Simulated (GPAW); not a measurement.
# RuS (Fm-3m) in GPAW: notebook, part 2 of 2

GPAW 26.7.0. Earlier steps stand in the parts before.

### Step 4. Single point, r2SCAN+U, collinear spin, ferromagnetic start

run.py reads:

```python
from ase.dft.bandgap import bandgap
from ase.io import read, write
from ase.units import GPa
from gpaw import GPAW, PW

atoms = read('RuS.xyz')
atoms.set_initial_magnetic_moments([1.0, 0.0])

calc = GPAW(mode=PW(600),
            xc='MGGA_X_R2SCAN+MGGA_C_R2SCAN',
            kpts={'size': (6, 6, 6), 'gamma': True},
            occupations={'name': 'methfessel-paxton', 'order': 0, 'width': 0.05},
            setups={'Ru': ':d,7.0'},
            nbands=22,
            convergence={'density': 1e-05, 'energy': 1e-05},
            maxiter=150,
            txt='gpaw.txt')
atoms.calc = calc
energy = atoms.get_potential_energy()
forces = atoms.get_forces()
stress = atoms.get_stress()
calc.write('gs.gpw')
write('result.traj', atoms)
print(f'Energy: {energy:.6f} eV')
print('Forces (eV/A):')
print(forces.round(4))
print('Stress (GPa):', (stress / GPa).round(3))
print('Moments:', calc.get_magnetic_moments().round(3))
print('Fermi level:', round(calc.get_fermi_level(), 4), 'eV')
print(f'Gap: {bandgap(calc)[0]:.4f} eV, direct: {bandgap(calc, direct=True)[0]:.4f} eV')
```

RuS.xyz reads:

```xyz
2
Lattice="0.0000000000 2.5467554600 2.5467554600 2.5467554600 0.0000000000 2.5467554600 2.5467554600 2.5467554600 0.0000000000" Properties=species:S:1:pos:R:3 pbc="T T T"
Ru     2.5467554600      2.5467554600      2.5467554600
S      0.0000000000      0.0000000000      0.0000000000
```

Potentials or basis: GPAW PAW data sets (gpaw-data 1.2.1), pw.

Command:

```bash
OMP_NUM_THREADS=1 python run.py
```

gpaw.txt:

```text
__  _  _
 | _ |_)|_||  |
 |__||  | ||/\| - 26.7.0

Input parameters:
  mode=PW(ecut=600.0),
  convergence={'density': 1e-05, 'energy': 1e-05},
  kpts=MonkhorstPack(size=(6, 6, 6), gamma=True),
  maxiter=150,
  nbands=22,
  occupations=Occupations(name='methfessel-paxton', order=0, width=0.05),
  setups={'Ru': ':d,7.0'},
  xc=XC(name='MGGA_X_R2SCAN+MGGA_C_R2SCAN')

Diagonalizing LCAO Hamiltonian
Converting LCAO to pw mode

               Ru

       S

Atoms  # Å, Bohr magnetons
|   | symbol |        x |        y |        z |    initial magnetic moments |
|---|--------|----------|----------|----------|-----------------------------|
| 0 |     Ru | 2.546755 | 2.546755 | 2.546755 | ( 0.0000,  0.0000,  1.0000) |
| 1 |      S | 0.000000 | 0.000000 | 0.000000 | ( 0.0000,  0.0000,  0.0000) |

Unit cell  # Å
| periodic |        x |        y |        z |  lengths |    angles |
|----------|----------|----------|----------|----------|-----------|
|      yes | 0.000000 | 2.546755 | 2.546755 | 3.601656 | 60.000000 |
|      yes | 2.546755 | 0.000000 | 2.546755 | 3.601656 | 60.000000 |
|      yes | 2.546755 | 2.546755 | 0.000000 | 3.601656 | 60.000000 |

Number of symmetries: 48
Symmetry operations  # r_c * U_cc + t_c -> r_c
|    | kind |            matrix            |
|----|------|------------------------------|
|  0 |  σ   |  1, 0, 0,  1, 0,-1,  1,-1, 0 |
|  1 |  C2  |  1, 0, 0,  1,-1, 0,  1, 0,-1 |
|  2 |  E   |  1, 0, 0,  0, 1, 0,  0, 0, 1 |
|  3 |  σ   |  1, 0, 0,  0, 0, 1,  0, 1, 0 |
|  4 |  C4  |  1, 0,-1,  1, 0, 0,  1,-1, 0 |
|  5 |  S6  |  1, 0,-1,  1,-1, 0,  1, 0, 0 |
|  6 |  σ   |  1, 0,-1,  0, 1,-1,  0, 0,-1 |
|  7 |  C3  |  1, 0,-1,  0, 0,-1,  0, 1,-1 |
|  8 |  S6  |  1,-1, 0,  1, 0, 0,  1, 0,-1 |
|  9 |  C4  |  1,-1, 0,  1, 0,-1,  1, 0, 0 |
| 10 |  C3  |  1,-1, 0,  0,-1, 1,  0,-1, 0 |
| 11 |  σ   |  1,-1, 0,  0,-1, 0,  0,-1, 1 |
| 12 |  σ   |  0, 1, 0,  1, 0, 0,  0, 0, 1 |
| 13 |  C4  |  0, 1, 0,  0, 1,-1, -1, 1, 0 |
| 14 |  C3  |  0, 1, 0,  0, 0, 1,  1, 0, 0 |
| 15 |  S6  |  0, 1, 0, -1, 1, 0,  0, 1,-1 |
| 16 |  C2  |  0, 1,-1,  1, 0,-1,  0, 0,-1 |
| 17 |  σ   |  0, 1,-1,  0, 1, 0, -1, 1, 0 |
| 18 |  S4  |  0, 1,-1,  0, 0,-1,  1, 0,-1 |
| 19 |  C4  |  0, 1,-1, -1, 1, 0,  0, 1, 0 |
| 20 |  C3  |  0, 0, 1,  1, 0, 0,  0, 1, 0 |
| 21 |  σ   |  0, 0, 1,  0, 1, 0,  1, 0, 0 |
| 22 |  S6  |  0, 0, 1,  0,-1, 1, -1, 0, 1 |
| 23 |  C4  |  0, 0, 1, -1, 0, 1,  0,-1, 1 |
| 24 |  S4  |  0, 0,-1,  1, 0,-1,  0, 1,-1 |
| 25 |  C3  |  0, 0,-1,  0, 1,-1,  1, 0,-1 |
| 26 |  C2  |  0, 0,-1,  0,-1, 0, -1, 0, 0 |
| 27 |  S6  |  0, 0,-1, -1, 0, 0,  0,-1, 0 |
| 28 |  S4  |  0,-1, 1,  1,-1, 0,  0,-1, 0 |
| 29 |  C4  |  0,-1, 1,  0, 0, 1, -1, 0, 1 |
| 30 |  C2  |  0,-1, 1,  0,-1, 0,  1,-1, 0 |
| 31 |  σ   |  0,-1, 1, -1, 0, 1,  0, 0, 1 |
| 32 |  C3  |  0,-1, 0,  1,-1, 0,  0,-1, 1 |
| 33 |  S6  |  0,-1, 0,  0, 0,-1, -1, 0, 0 |
| 34 |  S4  |  0,-1, 0,  0,-1, 1,  1,-1, 0 |
| 35 |  C2  |  0,-1, 0, -1, 0, 0,  0, 0,-1 |
| 36 |  C2  | -1, 1, 0,  0, 1, 0,  0, 1,-1 |
| 37 |  S6  | -1, 1, 0,  0, 1,-1,  0, 1, 0 |
| 38 |  S4  | -1, 1, 0, -1, 0, 1, -1, 0, 0 |
| 39 |  C3  | -1, 1, 0, -1, 0, 0, -1, 0, 1 |
| 40 |  S6  | -1, 0, 1,  0, 0, 1,  0,-1, 1 |
| 41 |  C2  | -1, 0, 1,  0,-1, 1,  0, 0, 1 |
| 42 |  C3  | -1, 0, 1, -1, 1, 0, -1, 0, 0 |
| 43 |  S4  | -1, 0, 1, -1, 0, 0, -1, 1, 0 |
| 44 |  C2  | -1, 0, 0,  0, 0,-1,  0,-1, 0 |
| 45 |  i   | -1, 0, 0,  0,-1, 0,  0, 0,-1 |
| 46 |  σ   | -1, 0, 0, -1, 1, 0, -1, 0, 1 |
| 47 |  C2  | -1, 0, 0, -1, 0, 1, -1, 1, 0 |

BZ-sampling:
  Number of BZ points: 216
  Number of IBZ points: 16

  Monkhorst-Pack size: [6, 6, 6]
  Monkhorst-Pack shift: [0.08333333333333333, 0.08333333333333333, 0.08333333333333333]

K-points  # in reciprocal-cell coordinates
|     |                                coordinates |     weight |
|-----|--------------------------------------------|------------|
|   0 | (  0.00000000,   0.00000000,   0.00000000) | 0.00462963 |
|   1 | (  0.16666667,   0.16666667,   0.00000000) | 0.02777778 |
|   2 | (  0.16666667,   0.16666667,   0.16666667) | 0.03703704 |
|   3 | (  0.33333333,   0.16666667,   0.16666667) | 0.05555556 |
|   4 | (  0.33333333,   0.33333333,  -0.33333333) | 0.05555556 |
|   5 | (  0.33333333,   0.33333333,   0.00000000) | 0.02777778 |
|   6 | (  0.33333333,   0.33333333,   0.16666667) | 0.11111111 |
|   7 | (  0.33333333,   0.33333333,   0.33333333) | 0.03703704 |
|   8 | (  0.50000000,   0.33333333,  -0.33333333) | 0.11111111 |
|   9 | (  0.50000000,   0.33333333,  -0.16666667) | 0.05555556 |
| ... |                                            |            |
|  15 | (  0.50000000,   0.50000000,   0.50000000) | 0.01851852 |

Plane wave coefficients: 1113
Cutoff: 600.0 eV

Spin-components: 2 (collinear spins)
Bands:           22
Projectors:      11
Spin-degeneracy: 1
Datatype:        complex128

Parallelization:
  kpt:    1
  domain: 1
  band:   1

Density:
  Valence electrons: 22.0
  Components: 2
  Grid points: [21 21 21]
  Charge: 0.0  # |e|

Potential:
  Grid points: [21 21 21]

species:
  Ru:
    name:    Ruthenium
    Z:       44.0
    valence: 16
    core:    28
    charge:  0.0  # [|e|]
    Hubbard: {U: 7.0,  # eV
              l: 2,
              scale: True}
    compensation charges:
      type: gauss
      rc: 0.39  # [Å]
      lmax: 2
    cutoffs:
      filter: 2.16  # [Å]
      core: 1.30  # [Å]
    projectors
    | kind |    occ | energy [eV] | rcut [Å] |
    |------|--------|-------------|----------|
    |   4s |  2.000 |     -76.316 |    1.281 |
    |   5s |  1.000 |      -4.236 |    1.281 |
    |   4p |  6.000 |     -46.423 |    1.286 |
    |   5p |  0.000 |      -0.913 |    1.286 |
    |   4d |  7.000 |      -5.203 |    1.254 |
    |    d |        |      22.008 |    1.254 |

    Using partial waves for Ru as LCAO basis

  S:
    name:    Sulfur
    Z:       16.0
    valence: 6
    core:    10
    charge:  0.0  # [|e|]
    compensation charges:
      type: gauss
      rc: 0.24  # [Å]
      lmax: 2
    cutoffs:
      filter: 1.77  # [Å]
      core: 1.66  # [Å]
    projectors
    | kind |    occ | energy [eV] | rcut [Å] |
    |------|--------|-------------|----------|
    |   3s |  2.000 |     -17.254 |    0.974 |
    |   3p |  4.000 |      -7.008 |    0.979 |
    |    s |        |       9.957 |    0.974 |
    |    p |        |      20.203 |    0.979 |
    |    d |        |       0.000 |    0.900 |

    Using partial waves for S as LCAO basis

Reference energy: -134102.744880  # eV

eigensolver:
  PPCG
  Converge bands: occupied
  niter=2

density mixing:
  MSR1-Mixer
  Pratt-step length: 0.05
  Maximum mixing coefficient: 0.75
  Old densities: 10
  SVD Regularization: 0.005
  Good broyden scale: 1.0
  Trust region scale: 1.0
  Backstep threshold: 4.0
  History deletion threshold: 6.0
  Fourier metric: weight=20.0, sigma=0.015

occupation numbers:
  Methfessel-Paxton:
    width: 0.0500  # eV
    order: 0

poisson solver:
  ecut: 4800.0  # eV

xc functional:
  name: MGGA_X_R2SCAN+MGGA_C_R2SCAN with 2 nearest neighbor stencil

convergence criteria:
- Maximum integral of absolute [dens]ity change: 1e-05 electrons / valence electron
- Maximum [total energy] change in last 3 cyles: 1e-05 eV / valence electron
- Maximum integral of absolute [eigenst]ate change: 4e-08 eV^2 / valence electron
maximum number of iterations: 150

SCF iterations
|iter     | |      energy | eigst |  dens |  magmom |
|---------|-|-------------|-------|-------|---------|
|iter:   1| |  -28.667214 | -0.18 |       |  +0.9900|
|iter:   2| |  -22.543481 | -1.67 | -0.91 |  +0.9916|
|iter:   3| |  -23.232620 | -1.71 | -0.98 |  +1.0826|
|iter:   4| |  -24.044183 | -2.38 | -1.33 |  +1.0058|
|iter:   5| |  -25.327325 | -2.43 | -1.28 |  +0.6854|
|iter:   6| |  -26.602478 | -1.99 | -1.32 |  +0.1465|
|iter:   7| |  -26.620211 | -3.22 | -1.57 |  +0.2021|
|iter:   8| |  -26.836424 | -2.63 | -1.73 |  -0.0044|
|iter:   9| |  -26.853956 | -3.77 | -2.00 |  +0.0061|
|iter:  10| |  -26.859598 | -4.12 | -2.24 |  +0.0299|
|iter:  11| |  -26.862810 | -3.78 | -2.50 |  -0.0015|
|iter:  12| |  -26.862900 | -5.20 | -2.95 |  -0.0017|
|iter:  13| |  -26.862907c| -5.87 | -3.45 |  +0.0010|
|iter:  14| |  -26.862909c| -6.95 | -3.99 |  -0.0002|
|iter:  15| |  -26.862910c| -7.85c| -4.61 |  -0.0000|
|iter:  16| |  -26.862910c| -8.43c| -5.28c|  +0.0000|

Converged in 16 steps
Energy contributions relative to reference atoms: (reference = -134102.744880)

Energy contributions:
  Kinetic:          27.378965
  Coulomb:         -22.315269
  Zero:             -1.064380
  External:          0.000000
  Xc:              -30.862225
  Entropy:          -0.000000
  Spinorbit:         0.000000
  ----------------------------
  Free energy:     -26.862910
  Extrapolated:    -26.862910

dipole moment: (-16.259898, -16.259898, -16.259898)  # |e|*Ang

Total magnetic moment: (0.000000, 0.000000, 0.000002)

Local magnetic moments
|        x |        y |         z |
|----------|----------|-----------|
| 0.000000 | 0.000000 | -0.000024 |  # Ru   0
| 0.000000 | 0.000000 |  0.000014 |  # S    1

Fermi level: 7.664
Eigenvalues  # (at kpt = [0.000, 0.000, 0.000])
| band index |      eig [eV] | occ [0-1] |      eig [eV] | occ [0-1] |
|------------|---------------|-----------|---------------|-----------|
|          0 |       -64.710 |     1.000 |       -64.710 |     1.000 |
|        ... |               |           |               |           |
|          3 |       -34.073 |     1.000 |       -34.073 |     1.000 |
|          4 |        -6.106 |     1.000 |        -6.106 |     1.000 |
|          5 |         3.144 |     1.000 |         3.144 |     1.000 |
|          6 |         3.144 |     1.000 |         3.144 |     1.000 |
|          7 |         3.144 |     1.000 |         3.144 |     1.000 |
|          8 |         7.374 |     1.000 |         7.374 |     1.000 |
[... 8 lines left out ...]
|         17 |        20.352 |     0.000 |        20.352 |     0.000 |
|         18 |        26.159 |     0.000 |        26.159 |     0.000 |
|        ... |               |           |               |           |
|         21 |        26.436 |     0.000 |        26.436 |     0.000 |

Gap: 2.550 eV
Transition (v -> c):
  (s=1, k=1, n=10, [0.17, 0.17, 0.00]) -> (s=1, k=0, n=11, [0.00, 0.00, 0.00])
Direct/indirect transitions are different
Direct gap: 2.563 eV
Transition at: (s=1, k=0, n=10, [0.00, 0.00, 0.00])

Forces  # eV/Ang
|        x |       y |        z |
|----------|---------|----------|
| -0.00000 | 0.00000 |  0.00000 |  # Ru   0
| -0.00000 | 0.00000 | -0.00000 |  # S    1

Stress tensor  # eV/Ang^3
|         x |         y |         z |
|-----------|-----------|-----------|
| -0.054343 | -0.000000 | -0.000000 |
| -0.000000 | -0.054343 |  0.000000 |
| -0.000000 |  0.000000 | -0.054343 |

# Writing to gs.gpw (mode='')
```

Run time: 1.7 min. Hardware: 1 thread of Arm Neoverse V1, shared host; peak memory 0.28 GiB.

What came out:

```yaml
Free_energy: -26.8629 eV
Pressure: 8.7 GPa
Band_gap_on_the_k_mesh: 2.55 eV, indirect (least direct gap 2.56 eV)
Net_moment: 0.00 μB per cell
```

Levels at points of the mesh, in eV from the valence-band top:
Spin up:
| k point | band 9 | band 10 | band 11 | band 12 | band 13 | band 14 |
| --- | --- | --- | --- | --- | --- | --- |
| (0.00, 0.00, 0.00) | -0.01 | -0.01 | -0.01 | 2.55 | 2.55 | 5.99 |
| (0.50, 0.50, 0.00) | -3.10 | -1.48 | -1.48 | 3.40 | 4.79 | 5.92 |
| (0.50, 0.50, 0.50) | -1.67 | -1.52 | -1.52 | 5.92 | 7.67 | 7.67 |
Spin down:
| k point | band 7 | band 8 | band 9 | band 10 | band 11 | band 12 | band 13 | band 14 | band 15 | band 16 |
| --- | --- | --- | --- | --- | --- | --- | --- | --- | --- | --- |
| (0.00, 0.00, 0.00) | -4.24 | -4.24 | -0.01 | -0.01 | -0.01 | 2.55 | 2.55 | 5.99 | 12.65 | 12.65 |
| (0.50, 0.50, 0.00) | -3.88 | -3.10 | -3.10 | -1.48 | -1.48 | 3.40 | 4.79 | 5.92 | 9.68 | 13.95 |
| (0.50, 0.50, 0.50) | -4.07 | -4.07 | -1.67 | -1.52 | -1.52 | 5.92 | 7.67 | 7.67 | 9.22 | 9.22 |

Caveat: the PAW data sets were made with another functional, which shifts forces and pressure a little.

### Step 5. Single point, LDA+U, collinear spin, random start

run.py, as its differences from that of step 4:

```diff
@@ -6,9 +6,9 @@
 atoms = read('RuS.xyz')
-atoms.set_initial_magnetic_moments([1.0, 0.0])
+atoms.set_initial_magnetic_moments([0.84, 0.0])
 
 calc = GPAW(mode=PW(600),
-            xc='MGGA_X_R2SCAN+MGGA_C_R2SCAN',
+            xc='LDA',
             kpts={'size': (6, 6, 6), 'gamma': True},
             occupations={'name': 'methfessel-paxton', 'order': 0, 'width': 0.05},
-            setups={'Ru': ':d,7.0'},
+            setups={'Ru': ':d,2.0'},
             nbands=22,
```

RuS.xyz is that of step 4.

Potentials or basis: the program's PAW data sets (release 1.2.1) made for this functional, pw.

Command:

```bash
OMP_NUM_THREADS=1 python run.py
```

It took 36 s on 1 thread of Arm Neoverse V1, shared host; peak memory 0.16 GiB.

Results (log left out):

```yaml
Free_energy: -13.1707 eV
Pressure: -20.8 GPa
Band_gap_on_the_k_mesh: none (metal or under the smearing width)
Net_moment: 0.16 μB per cell
Site_moments: Ru +0.13; S +0.02 μB
```

Levels at points of the mesh, in eV from the Fermi level:
Spin up:
```tsv
k point	band 9	band 10	band 11	band 12	band 13	band 14
(0.00, 0.00, 0.00)	-1.50	-1.50	-1.50	-1.11	-1.11	3.69
(0.50, 0.50, 0.00)	-2.89	-0.52	-0.52	-0.45	1.37	3.29
(0.50, 0.50, 0.50)	-0.81	-0.81	-0.18	4.02	4.15	4.15
```
Spin down:
| k point | band 8 | band 9 | band 10 | band 11 | band 12 | band 13 | band 14 | band 15 |
| --- | --- | --- | --- | --- | --- | --- | --- | --- |
| (0.00, 0.00, 0.00) | -2.02 | -1.48 | -1.48 | -1.48 | -1.07 | -1.07 | 3.72 | 10.97 |
| (0.50, 0.50, 0.00) | -2.87 | -2.87 | -0.41 | -0.29 | -0.29 | 1.42 | 3.32 | 9.32 |
| (0.50, 0.50, 0.50) | -4.51 | -0.60 | -0.60 | 0.01 | 4.03 | 4.20 | 4.20 | 7.31 |

The state reached can hang on the start; a lower one may exist.

### Step 6. The runs side by side

| level | potentials or basis | spin | U | fixed moment (μB) | gap on the mesh (eV) | pressure (GPa) | moment (μB) |
| --- | --- | --- | --- | --- | --- | --- | --- |
| LDA+U | the program's PAW data sets (release 1.2.1) made for this functional, pw | collinear, ferromagnetic start | Ru d U = 4 eV | 4.0 | - | 8.0 | 4.00 |
| LDA+U | the program's PAW data sets (release 1.2.1) made for this functional, pw | collinear, ferromagnetic start | Ru d U = 4 eV | - | 0.27 | -12.4 | 0.00 |
| r2SCAN+U | GPAW PAW data sets (gpaw-data 1.2.1), pw | collinear, ferromagnetic start | Ru d U = 7 eV | - | 2.55 | 8.7 | 0.00 |
| LDA+U | the program's PAW data sets (release 1.2.1) made for this functional, pw | collinear, random start | Ru d U = 2 eV | - | none | -20.8 | 0.16 |

Alike in all rows: task single point; cell as given; k mesh 6 × 6 × 6; cutoff (eV) 600; smearing gaussian 0.05 eV.

Caveats: the total moment is fixed, so each spin has its own Fermi level (some runs); the PAW data sets were made with another functional, which shifts forces and pressure a little (some runs).

Total energies depend on the potentials used, so only differences within one code and one set of settings carry meaning.
